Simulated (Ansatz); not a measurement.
**Sn3Te: a trial structure relaxed**

Aim: relax Sn3Te from this start, Cu3Pd type (P4/mmm, No. 123), and see where it ends.

Computed with Ansatz 0.2.0 (DFT PBE, scalar-relativistic, plane waves, PAW, unless a step's input says otherwise).

**1. The starting structure**

The structure is tetragonal, space group P4/mmm (No. 123). The conventional cell has a = 4.870 Å, b = 4.870 Å, c = 4.820 Å, α = 90.00°, β = 90.00°, γ = 90.00°. Around Sn (site symmetry mmm) lie 8 Sn at 3.43 to 3.44 Å and 4 Te at 3.43 Å. Around Sn (site symmetry 4/mmm) lie 8 Sn at 3.43 Å and 4 Te at 3.44 Å. Te (site symmetry 4/mmm) has 12 Sn at 3.43 to 3.44 Å as nearest neighbours.

As a file:

```xyz
4
Lattice="4.8703 0.0000 0.0000 0.0000 4.8703 0.0000 0.0000 0.0000 4.8203" Properties=species:S:1:pos:R:3 pbc="T T T"
Sn    0.0000    2.4352    2.4101
Sn    2.4352    0.0000    2.4101
Sn    2.4352    2.4352    0.0000
Te    0.0000    0.0000    0.0000
```

(A quick probe on a coarse mesh, which set the mesh and smearing, is not shown.)

**3. Full relaxation**

input.yaml

```yaml
crystal:
  lattice:
    - [4.8703278919, 0.0, 0.0]
    - [0.0, 4.8703278919, 0.0]
    - [0.0, 0.0, 4.8202677188]
  atoms:
    - { symbol: Sn, position: [0.0, 0.5, 0.5] }
    - { symbol: Sn, position: [0.5, 0.0, 0.5] }
    - { symbol: Sn, position: [0.5, 0.5, 0.0] }
    - { symbol: Te, position: [0.0, 0.0, 0.0] }
basis:
  ecutwfc: 420
kpoints:
  mp_grid: { grid: [10, 10, 10] }
hamiltonian:
  xc: pbe
scf:
  occupations: { method: gaussian, width: 0.1 }
output:
  forces: true
  stress: true
  eigenvalues: true
relax:
  adjacent_minimum: "off"
  f_tol: 0.01
  max_steps: 80
  cell: { stress_tol: 0.05 }
```

Started as:

```console
ansatz run input.yaml --threads 1 --pin off --max-ram 2560MiB --backend cpu --events-out ev --progress --plain --runs-dir out
```

What does the calculation give?

The runs gave:

Formation energies count from the elements, computed with the same settings in runs not shown here.

```
                          quantity                                                                      value
                              cell  a = 5.412 Å, b = 5.412 Å, c = 3.895 Å, α = 90.00°, β = 90.00°, γ = 90.00°
                       space group                                                           P4/mmm (No. 123)
                            volume                                                              28.52 Å³/atom
                   gap on the mesh                                                               none (metal)
formation energy from the elements                                                             +0.018 eV/atom
```

What this shows: The space group stayed P4/mmm, and from the first guess the volume went from 28.58 to 28.52 Å³/atom. The formation energy of +0.02 eV/atom is positive, so the elements lie lower than this structure; another structure of the compound can lie lower. Spin-orbit coupling is left out for Te.
